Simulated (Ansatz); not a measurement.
# TaRu: the cost of one run

Program: Ansatz 0.2.0. Level of theory: DFT LDA, scalar-relativistic. These are calculated values, not measurements.

**1. Starting point**

It takes space group P4/mmm (No. 123, tetragonal). Conventional cell: a = 3.053 Å, b = 3.053 Å, c = 3.389 Å, α = 90.00°, β = 90.00°, γ = 90.00°. Ta (site symmetry 4/mmm) has 8 Ru at 2.74 Å and 4 Ta at 3.05 Å as nearest neighbours. Around Ru (site symmetry 4/mmm) lie 8 Ta at 2.74 Å and 4 Ru at 3.05 Å.

Structure file:

```cif
data_structure
_symmetry_space_group_name_H-M 'P 1'
_symmetry_Int_Tables_number 1
_cell_length_a 3.0530
_cell_length_b 3.0530
_cell_length_c 3.3890
_cell_angle_alpha 90.000
_cell_angle_beta 90.000
_cell_angle_gamma 90.000
_cell_volume 31.59
loop_
_atom_site_label
_atom_site_type_symbol
_atom_site_fract_x
_atom_site_fract_y
_atom_site_fract_z
_atom_site_occupancy
Ta1 Ta 0.50000 0.50000 0.50000 1
Ru1 Ru 0.00000 0.00000 0.00000 1
```

Atoms are numbered in the order of the input: Ta1, Ru2.

**2. Volume × 0.96, LAPW**

Input file input.yaml:

```yaml
crystal:
  lattice:
    - [3.0117381852, 0.0, 0.0]
    - [0.0, 3.0117381852, 0.0]
    - [0.0, 0.0, 3.343197088]
  atoms:
    - { symbol: Ta, position: [0.5, 0.5, 0.5] }
    - { symbol: Ru, position: [0.0, 0.0, 0.0] }
kpoints:
  mp_grid: { grid: [11, 11, 10] }
  band_path:
    path:
      - [0.0, 0.0, 0.0]
      - [0.0, 0.5, 0.0]
      - [0.5, 0.5, 0.0]
      - [0.0, 0.0, 0.0]
      - [0.0, 0.0, 0.5]
      - [0.0, 0.5, 0.5]
      - [0.5, 0.5, 0.5]
      - [0.0, 0.0, 0.5]
      - [0.0, 0.5, 0.0]
    npoints: 5
scf:
  occupations: { method: fermi_dirac, width: 0.05 }
hamiltonian:
  xc: lda
  pseudopotentials: { kind: all_electron, lapw: { basis_error: 0.0005 } }
output:
  forces: true
  stress: true
  eigenvalues: true
```

Command:

```sh
> ansatz run input.yaml --threads 1 --pin off --max-ram 3072MiB --backend cpu --events-out ev --progress --plain --runs-dir out
```

What time and memory should one allow on 1 thread of Arm Neoverse V2, shared host?

About 83 s, with a peak of 0.73 GiB.
